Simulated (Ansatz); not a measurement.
**AlN with a defect (Se on an N site): a single-point run**

Aim: the field gradients at the nuclei of AlN with a defect (Se on an N site), from a sound single-point run.

A COD entry behind a cell of this session may itself be a prediction, so a difference from it is no test against experiment.

Program: Ansatz 0.2.0. Level of theory: Kohn-Sham DFT, with the functional, basis and potentials that each input names. These are calculated values, not measurements.

## 1. The structure to begin with

Symmetry: Fm-3m, No. 225, cubic system. Conventional cell: a = 11.814 Å, b = 11.814 Å, c = 11.814 Å, α = 90.00°, β = 90.00°, γ = 90.00°. Around Al (site symmetry 3m) lie 6 N at 1.97 Å. Around Al (site symmetry 4mm) lie 5 N at 1.97 Å and 1 Se at 1.97 Å. Al (site symmetry mm2) is surrounded by 6 N at 1.97 Å. Al (site symmetry m-3m) is surrounded by 6 N at 1.97 Å. Se (site symmetry m-3m) is surrounded by 6 Al at 1.97 Å. N (site symmetry mm2) is surrounded by 6 Al at 1.97 Å. N (site symmetry 3m) is surrounded by 6 Al at 1.97 Å. Around N (site symmetry 4mm) lie 6 Al at 1.97 Å.

Coordinates:

```
Al Se N
1.0
     0.00000    5.90700    5.90700
     5.90700    0.00000    5.90700
     5.90700    5.90700    0.00000
Al Se N
27 1 26
Direct
  0.00000 0.00000 0.00000
  0.00000 0.00000 0.33333
  0.00000 0.00000 0.66667
  0.00000 0.33333 0.00000
  0.00000 0.33333 0.33333
  0.00000 0.33333 0.66667
  0.00000 0.66667 0.00000
  0.00000 0.66667 0.33333
  0.00000 0.66667 0.66667
  0.33333 0.00000 0.00000
  0.33333 0.00000 0.33333
  0.33333 0.00000 0.66667
  0.33333 0.33333 0.00000
  0.33333 0.33333 0.33333
  0.33333 0.33333 0.66667
  0.33333 0.66667 0.00000
  0.33333 0.66667 0.33333
  0.33333 0.66667 0.66667
  0.66667 0.00000 0.00000
  0.66667 0.00000 0.33333
  0.66667 0.00000 0.66667
  0.66667 0.33333 0.00000
  0.66667 0.33333 0.33333
  0.66667 0.33333 0.66667
  0.66667 0.66667 0.00000
  0.66667 0.66667 0.33333
  0.66667 0.66667 0.66667
  0.16667 0.16667 0.16667
  0.16667 0.16667 0.50000
  0.16667 0.16667 0.83333
  0.16667 0.50000 0.16667
  0.16667 0.50000 0.50000
  0.16667 0.50000 0.83333
  0.16667 0.83333 0.16667
  0.16667 0.83333 0.50000
  0.16667 0.83333 0.83333
  0.50000 0.16667 0.16667
  0.50000 0.16667 0.50000
  0.50000 0.16667 0.83333
  0.50000 0.50000 0.16667
  0.50000 0.50000 0.50000
  0.50000 0.50000 0.83333
  0.50000 0.83333 0.16667
  0.50000 0.83333 0.50000
  0.50000 0.83333 0.83333
  0.83333 0.16667 0.16667
  0.83333 0.16667 0.50000
  0.83333 0.16667 0.83333
  0.83333 0.50000 0.16667
  0.83333 0.50000 0.50000
  0.83333 0.50000 0.83333
  0.83333 0.83333 0.16667
  0.83333 0.83333 0.50000
  0.83333 0.83333 0.83333
```

## 2. The run

File input.yaml:

```yaml
crystal:
  lattice:
    - [0.0, 5.907, 5.907]
    - [5.907, 0.0, 5.907]
    - [5.907, 5.907, 0.0]
  atoms:
    - { symbol: Al, position: [0.0, 0.0, 0.0] }
    - { symbol: Al, position: [0.0, 0.0, 0.3333333333] }
    - { symbol: Al, position: [0.0, 0.0, 0.6666666667] }
    - { symbol: Al, position: [0.0, 0.3333333333, 0.0] }
    - { symbol: Al, position: [0.0, 0.3333333333, 0.3333333333] }
    - { symbol: Al, position: [0.0, 0.3333333333, 0.6666666667] }
    - { symbol: Al, position: [0.0, 0.6666666667, 0.0] }
    - { symbol: Al, position: [0.0, 0.6666666667, 0.3333333333] }
    - { symbol: Al, position: [0.0, 0.6666666667, 0.6666666667] }
    - { symbol: Al, position: [0.3333333333, 0.0, 0.0] }
    - { symbol: Al, position: [0.3333333333, 0.0, 0.3333333333] }
    - { symbol: Al, position: [0.3333333333, 0.0, 0.6666666667] }
    - { symbol: Al, position: [0.3333333333, 0.3333333333, 0.0] }
    - { symbol: Al, position: [0.3333333333, 0.3333333333, 0.3333333333] }
    - { symbol: Al, position: [0.3333333333, 0.3333333333, 0.6666666667] }
    - { symbol: Al, position: [0.3333333333, 0.6666666667, 0.0] }
    - { symbol: Al, position: [0.3333333333, 0.6666666667, 0.3333333333] }
    - { symbol: Al, position: [0.3333333333, 0.6666666667, 0.6666666667] }
    - { symbol: Al, position: [0.6666666667, 0.0, 0.0] }
    - { symbol: Al, position: [0.6666666667, 0.0, 0.3333333333] }
    - { symbol: Al, position: [0.6666666667, 0.0, 0.6666666667] }
    - { symbol: Al, position: [0.6666666667, 0.3333333333, 0.0] }
    - { symbol: Al, position: [0.6666666667, 0.3333333333, 0.3333333333] }
    - { symbol: Al, position: [0.6666666667, 0.3333333333, 0.6666666667] }
    - { symbol: Al, position: [0.6666666667, 0.6666666667, 0.0] }
    - { symbol: Al, position: [0.6666666667, 0.6666666667, 0.3333333333] }
    - { symbol: Al, position: [0.6666666667, 0.6666666667, 0.6666666667] }
    - { symbol: Se, position: [0.1666666667, 0.1666666667, 0.1666666667], spin: 1.0 }
    - { symbol: "N", position: [0.1666666667, 0.1666666667, 0.5] }
    - { symbol: "N", position: [0.1666666667, 0.1666666667, 0.8333333333] }
    - { symbol: "N", position: [0.1666666667, 0.5, 0.1666666667] }
    - { symbol: "N", position: [0.1666666667, 0.5, 0.5] }
    - { symbol: "N", position: [0.1666666667, 0.5, 0.8333333333] }
    - { symbol: "N", position: [0.1666666667, 0.8333333333, 0.1666666667] }
    - { symbol: "N", position: [0.1666666667, 0.8333333333, 0.5] }
    - { symbol: "N", position: [0.1666666667, 0.8333333333, 0.8333333333] }
    - { symbol: "N", position: [0.5, 0.1666666667, 0.1666666667] }
    - { symbol: "N", position: [0.5, 0.1666666667, 0.5] }
    - { symbol: "N", position: [0.5, 0.1666666667, 0.8333333333] }
    - { symbol: "N", position: [0.5, 0.5, 0.1666666667] }
    - { symbol: "N", position: [0.5, 0.5, 0.5] }
    - { symbol: "N", position: [0.5, 0.5, 0.8333333333] }
    - { symbol: "N", position: [0.5, 0.8333333333, 0.1666666667] }
    - { symbol: "N", position: [0.5, 0.8333333333, 0.5] }
    - { symbol: "N", position: [0.5, 0.8333333333, 0.8333333333] }
    - { symbol: "N", position: [0.8333333333, 0.1666666667, 0.1666666667] }
    - { symbol: "N", position: [0.8333333333, 0.1666666667, 0.5] }
    - { symbol: "N", position: [0.8333333333, 0.1666666667, 0.8333333333] }
    - { symbol: "N", position: [0.8333333333, 0.5, 0.1666666667] }
    - { symbol: "N", position: [0.8333333333, 0.5, 0.5] }
    - { symbol: "N", position: [0.8333333333, 0.5, 0.8333333333] }
    - { symbol: "N", position: [0.8333333333, 0.8333333333, 0.1666666667] }
    - { symbol: "N", position: [0.8333333333, 0.8333333333, 0.5] }
    - { symbol: "N", position: [0.8333333333, 0.8333333333, 0.8333333333] }
magnetization:
  spin_polarized: true
kpoints:
  mp_grid: { grid: [3, 3, 3], shift: [0.5, 0.5, 0.5] }
scf:
  occupations: { method: fermi_dirac, width: 0.01 }
hamiltonian:
  xc: pbe
  pseudopotentials: { kind: nc }
output:
  forces: true
  stress: true
  populations: true
  efg:
    quadrupole_moments_barn: { Al: 0.1466, "N": 0.02044 }
    contact_densities: true
```

Started as:

```bash
$ ansatz run input.yaml --threads 1 --pin off --max-ram 3072MiB --backend cpu --events-out ev --progress --plain --runs-dir out
```

Output:

```text
Error: output.efg without hamiltonian.pseudopotentials.kind: paw|paw_fr|all_electron or hamiltonian.pseudopotentials.kind: all_electron — the all-electron EFG reconstruction needs the PAW one-centre densities; drop the efg request, or set kind: paw (paw_fr under spin-orbit coupling) (under a functional that reads the kinetic-energy density, kind: paw is refused in some combinations and carries risks of its own in the rest: see hamiltonian.xc for the refusals and hamiltonian.pseudopotentials.kind for the risks, both in the input reference; kind: paw is refused beside gw.static_remainder)
```

It took 0.01 s on 1 thread of Arm Neoverse V1, shared host; peak memory 0.07 GiB.

## 3. What went wrong

Nothing was computed: the input was turned down at the start. The line that matters: «output.efg without hamiltonian.pseudopotentials.kind: paw|paw_fr|all_electron or hamiltonian.pseudopotentials.kind: all_electron — the all-electron EFG reconstruction needs the PAW one-centre densities; drop the efg request ...»

In the input, hamiltonian.pseudopotentials.kind is nc. The program refuses this combination of settings.

What to do: set hamiltonian.pseudopotentials.kind to paw.

## 4. Again, with the input mended

Besides the cure, the input differs in kpoints.mp_grid.

input.yaml, as its differences from that of step 2:

```diff
@@ -63,3 +63,3 @@
 kpoints:
-  mp_grid: { grid: [3, 3, 3], shift: [0.5, 0.5, 0.5] }
+  mp_grid: { grid: [3, 3, 3] }
 scf:
@@ -68,3 +68,3 @@
   xc: pbe
-  pseudopotentials: { kind: nc }
+  pseudopotentials: { kind: paw }
 output:
```

Started as:

```bash
$ ansatz run input.yaml --threads 1 --pin off --max-ram 3072MiB --backend cpu --events-out ev --progress --plain --runs-dir out
```

From the output:

```text
[...]
Basis set: ecut = 420 eV, 7991 PW (Γ), exchange–correlation on 120×120×120 points (8 copies of the dense FFT grid, shifted against one another)
[...]
Magnetic group: BNS 225.116 (UNI 1618), of the structure as read, at distance tolerance 7.4e-5 Å
k-points: 4 of 27
[...]
SCF iter   1: F=—  HF=-30037.144260 eV  |F-HF|=—  |Δ(HF+E_count)|=         —  Δρ=7.33e-2 (↑7.24e-2 ↓7.33e-2)  dr2=8.84e1  dr2_m=1.36e0  M=0.439 μB ∫|m|=0.441 μB  β_m=0.30  ethr=3.10e-3  ⟨swp⟩=11.8  Hψ=8827  notcnv=0  defer=109
preconditioner: auto → Kerker (q_TF=auto, 2.470 Å⁻¹)  [metal: Δε(μ)=0.023 eV  Ē_g=16.282 eV  σ=0.010 eV  W_gap=0.44  n_scr=112 (ndim 8)  ℏωp=26.9 eV  f_vac=0.000  D(μ)=21.77/eV (n_scr^D=180)]
[...]
SCF iter   2: F=—  HF=-30019.238822 eV  |F-HF|=—  |Δ(HF+E_count)|=    1.79e1  Δρ=4.41e-2 (↑4.31e-2 ↓4.41e-2)  dr2=3.26e1  dr2_m=6.73e-1  M=0.396 μB ∫|m|=0.400 μB  β_m=0.30  ethr=3.10e-3  ⟨swp⟩=2.0  Hψ=2391  notcnv=0  defer=374
[...]
SCF iter  12: F=—  HF=-30007.966989 eV  |F-HF|=—  |Δ(HF+E_count)|=   4.66e-7  Δρ=2.61e-6 (↑2.61e-6 ↓2.19e-6)  dr2=5.78e-8  dr2_m=3.30e-9  M=0.541 μB ∫|m|=0.567 μB  β_m=0.85  ethr=4.41e-11  ⟨swp⟩=23.9  Hψ=12705  notcnv=0
SCF iter  13: F=-30007.966989 eV  HF=-30007.966989 eV  |F-HF|=1.67e-8  |Δ(HF+E_count)|=  4.47e-10  Δρ=1.23e-6 (↑1.13e-6 ↓1.23e-6)  dr2=1.83e-8  dr2_m=1.85e-10  M=0.541 μB ∫|m|=0.567 μB  ethr=2.55e-11  ⟨swp⟩=3.4  Hψ=3280  notcnv=0
[...]
SCF converged after 13 iterations
Magnetization: 0.5412 μB (113.7706 up, 113.2294 down)
[...]
Free energy (F): -30007.966989 eV
[...]
E sigma→0 (E₀):  -30007.966387 eV
[...]
Fermi energy:    17.685190 eV
[...]
  P = ⅓ Tr σ = 46.1989 GPa (461.989 kbar)
[...]
```

Run time: 2.3 min. Hardware: 1 thread of Arm Neoverse V1, shared host; peak memory 1.3 GiB.

The printed gradients, by site:

```csv
site,atoms,distance from the defect (Å),V_zz (10²¹ V/m²),η,C_Q (MHz)
Se,28,0.00,0.00,–,–
Al2,"2, 4, 5, 10, …",1.97,-0.95,0.00,-3.36 (²⁷Al)
N29,"29, 30, 31, 33, …",2.78,0.47,0.06,0.231 (¹⁴N)
Al1,"1, 3, 7, 14, …",3.41,-0.013,0.00,-0.045 (²⁷Al)
N42,"42, 44, 45, 50, …",3.94,0.027,0.00,0.013 (¹⁴N)
Al6,"6, 8, 9, 12, …",4.40,0.073,0.79,0.258 (²⁷Al)
N32,"32, 36, 38, 40, …",4.82,-0.095,0.00,-0.047 (¹⁴N)
Al27,27,5.91,0.00,–,0 (²⁷Al)
```

Conventions: |V_zz| ≥ |V_yy| ≥ |V_xx|, η = (V_xx − V_yy)/V_zz, C_Q = eQV_zz/h. Quadrupole moments are those of Pyykkö's year-2017 table. A dash under C_Q marks elements without a common quadrupolar isotope.

## 5. Summary of results

```
                           quantity                            value
                          first try                          refused
                              cause  not implemented for this set-up
                         second try         converged, 13 SCF cycles
energy (zero set by the potentials)                   -30007.9670 eV
                           pressure                        46.20 GPa
                    absolute moment                          0.57 μB
                      largest force                       9.552 eV/Å
               largest V_zz in size          0.95 × 10²¹ V/m² at Al2
```

What this shows: The second try converges in 13 SCF cycles. The largest force in the second run is 9.552 eV/Å, so the atoms are not at their relaxed places.
